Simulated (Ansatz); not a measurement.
## FH4SbSi, SMILES [F][SbH][SiH3]: a relaxed scan of one distance, step by step

Computed with the Ansatz DFT code, driven from Python.

Run as a notebook:

In [1]:
```python
import ansatz
import numpy as np
```

In [2]:
```python
geometry_ang = [
    ("F", (-0.4936, -2.1232, 1.1451)),
    ("Sb", (-1.5043, -0.7731, -0.0327)),
    ("Si", (0.3979, 0.8456, 0.0629)),
    ("H", (-0.7855, -1.4984, -1.4992)),
    ("H", (1.69, 0.1087, -0.1665)),
    ("H", (0.4629, 1.4963, 1.4006)),
    ("H", (0.2939, 1.8763, -0.9559)),
]
fh4sbsi = ansatz.Crystal.molecule()
for symbol, xyz in geometry_ang:
    fh4sbsi = fh4sbsi.atom(symbol, xyz)
```

In [3]:
```python
setup = fh4sbsi.calculation()
setup = setup.basis(gaussian="def2-SVP").functional("PBE0")
symbols = [site.symbol for site in fh4sbsi.cartesian_sites]
pairs = [(0, 1), (1, 2), (1, 3), (2, 4), (2, 5), (2, 6)]
print("held (A)   E (eV)        ", "  ".join(f"{symbols[i]}{i}-{symbols[j]}{j}" for i, j in pairs))
for length in [1.34, 1.45, 1.57, 1.74, 1.96]:
    rep = setup.relax(constraints=[ansatz.DistanceConstraint((2, 6), at=length)], force_tolerance=0.02, max_steps=60).run().report
    xyz = np.array(rep["positions_ang"])
    print(f"{length:6.2f} {rep['free_energy_ev']:14.5f}  ", "  ".join(f"{np.linalg.norm(xyz[i] - xyz[j]):.3f}" for i, j in pairs))
```
```text
held (A)   E (eV)         F0-Sb1  Sb1-Si2  Sb1-H3  Si2-H4  Si2-H5  Si2-H6
DeckWarning: relax.constraints: the input's atoms, or those drawn, lie off the distances that are held; a relaxation that starts there is brought onto them ahead of its first SCF, by positions alone, an atom by 5.65e-2 Å at the most. With the symmetry detection on, the symmetry is detected on the input's atoms as so [...]
  1.34   -17186.45068   1.954  2.598  1.726  1.493  1.495  1.340
  1.45   -17186.70384   1.954  2.596  1.725  1.492  1.494  1.450
  1.57   -17186.68222   1.954  2.596  1.724  1.492  1.493  1.570
  1.74   -17186.35573   1.954  2.592  1.725  1.491  1.492  1.740
  1.96   -17185.70817   1.954  2.586  1.724  1.490  1.491  1.960
```

Reading the output:
- These settings explore the input space; basis and method may be short of convergence.
- Warnings are shown shortened and without file and line.
- The energies are electronic: no zero-point or thermal terms, and the basis set is short of its limit.
- def2 sets replace the cores of elements past krypton by effective core potentials.
- Run time: 100 s on 1 thread of Arm Neoverse V2, on a shared host, peak memory 0.23 GiB.
